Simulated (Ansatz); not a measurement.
# Cl2FHInO: the cost of one run

Method: UHF/def2-SVP, in Ansatz 0.2.0.

## Step 1: The structure to begin with

Bond lengths: In1–Cl2 2.690 Å, In1–O3 1.990 Å, O3–H4 1.010 Å, In1–Cl5 2.440 Å, Cl2–F6 1.800 Å. Angles: In1–Cl2–F6 180.0°, Cl2–In1–O3 120.0°, Cl2–In1–Cl5 120.0°, O3–In1–Cl5 120.0°, In1–O3–H4 109.5°.

Coordinates:

```xyz
6

In    0.0000    0.0000    0.0000
Cl    0.0000    0.0000    2.6900
O     1.7233    0.0000   -0.9950
H     2.0232   -0.9519   -1.1499
Cl   -2.1130    0.0000   -1.2200
F     0.0000    0.0000    4.4900
```

## Step 2: Pulling towards end A

Springs on the bonds that form and break draw the guess towards this end; the thresholds are loose.

The input, input.yaml:

```yaml
crystal:
  periodic: [false, false, false]
  atoms:
    - { symbol: In, position_ang: [0.0, 0.0, 0.0] }
    - { symbol: Cl, position_ang: [0.0, 0.0, 2.69] }
    - { symbol: O, position_ang: [1.7233, 0.0, -0.995] }
    - { symbol: H, position_ang: [2.0232, -0.9519, -1.1499] }
    - { symbol: Cl, position_ang: [-2.113, 0.0, -1.22] }
    - { symbol: F, position_ang: [0.0, 0.0, 4.49] }
magnetization:
  spin_polarized: true
  initial_magnetization: 1
basis:
  gaussian: { orbitals: def2-SVP }
hamiltonian:
  xc: hf
relax:
  f_tol: 0.15
  max_steps: 25
  restrain:
    - { distance: [1, 5], at: 2.7, k: 30.0 }
    - { distance: [0, 1], at: 2.44, k: 30.0 }
```

Started as:

```sh
$ ansatz run input.yaml --threads 2 --pin off --max-ram 3072MiB --backend cpu --events-out ev --progress --plain --runs-dir out
```

Q: Estimate wall time and peak memory on 2 threads of Arm Neoverse V2, shared host.

About 51 s, with a peak of 0.37 GiB.
